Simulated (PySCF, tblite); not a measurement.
**AlH11N2Si3: geometry, infrared bands and NMR shifts**

Wanted: the infrared bands and NMR shifts of AlH11N2Si3 (`[AlH2][N]([SiH3])[SiH2]N[SiH3]`), by calculation.

Computed with tblite 0.8.0 and PySCF 2.14.0, with density-fitted response routines of our own, on a single molecule in the gas phase. Atoms count from 0, in the outputs and in this text.

## 1. The molecule as given

17 atoms, charge 0, multiplicity 1; geometry from: force field or distance geometry start.

Bonds of the start (Å): Al0–N1 1.91, N1–Si2 1.80, N1–Si3 1.78, Si3–N4 1.80, N4–Si5 1.78, Al0–H6 1.61, Al0–H7 1.59, Si2–H8 1.48, Si2–H9 1.48, Si2–H10 1.47, Si3–H11 1.45, Si3–H12 1.49, N4–H13 1.05, Si5–H14 1.48, Si5–H15 1.45, Si5–H16 1.48.

## 2. Relaxing the molecule with GFN2-xTB

The job: settings as JSON, then the geometry in Å.

```
{"job": {"kind": "relax", "xc": "GFN2-xTB", "basis": "xTB"}, "charge": 0, "multiplicity": 1}
Al    -2.012600     0.977800    -1.415800
N     -1.243400    -0.533200    -0.546700
Si    -2.322300    -1.042600     0.800200
Si     0.287200     0.015500     0.184100
N      1.725100    -0.644800    -0.664100
Si     3.126100     0.110000     0.123300
H     -3.623100     1.071100    -1.345000
H     -1.115800     2.105500    -2.099400
H     -2.018000    -0.138800     1.930000
H     -3.752400    -0.964900     0.407800
H     -2.040800    -2.403300     1.269900
H      0.420800     1.462500     0.212100
H      0.371400    -0.510000     1.577100
H      1.688200    -0.466500    -1.698000
H      3.290800    -0.576900     1.424300
H      4.358500     0.023100    -0.640000
H      2.853300     1.527500     0.470300
```

Launch:

```bash
OMP_NUM_THREADS=1 python probes_run.py task.json out
```

One launch serves the whole session: the jobs run in the order shown.

**Question.** This job is followed by: GFN2-xTB harmonic vibrations, gas phase; GIAO PBE0/pcSseg-1 NMR shielding, non-relativistic, gas phase. What will the session give for the following? strongest single infrared mode (GFN2-xTB); zero-point energy (GFN2-xTB); ¹H shifts against TMS (PBE0/pcSseg-1, means over atoms taken as alike); ²⁷Al shifts against AlH4- (PBE0/pcSseg-1); ¹⁵N shifts against NH3 (PBE0/pcSseg-1); ²⁹Si shifts against TMS (PBE0/pcSseg-1).

As calculated:

```
                                                              quantity                             value
                             strongest single infrared mode (GFN2-xTB)              840 cm⁻¹, 648 km/mol
                                          zero-point energy (GFN2-xTB)                     62.1 kcal/mol
¹H shifts against TMS (PBE0/pcSseg-1, means over atoms taken as alike)  5.56, 4.84, 4.74, 4.53, 1.33 ppm
                             ²⁷Al shifts against AlH4- (PBE0/pcSseg-1)                          74.8 ppm
                                ¹⁵N shifts against NH3 (PBE0/pcSseg-1)                    29.6, 18.6 ppm
                               ²⁹Si shifts against TMS (PBE0/pcSseg-1)           -18.6, -49.3, -63.5 ppm
```

**Reading.** The optimisation took 221 steps and gained 1.767 eV; among the close pairs (by a distance rule), Al0–N4 changed most, from 4.143 to 2.085 Å. All 45 modes are real, so the xTB geometry is a minimum. The strongest single mode, at 840 cm⁻¹, is spread over many atoms; the largest shares are those of N1, N4. Unscaled tight-binding wavenumbers are off by several per cent, some by more. Its intensities can rank the bands wrongly. At PBE0/pcSseg-1: The largest span, 114 ppm, is at Si3, where the paramagnetic term is -515 ppm.
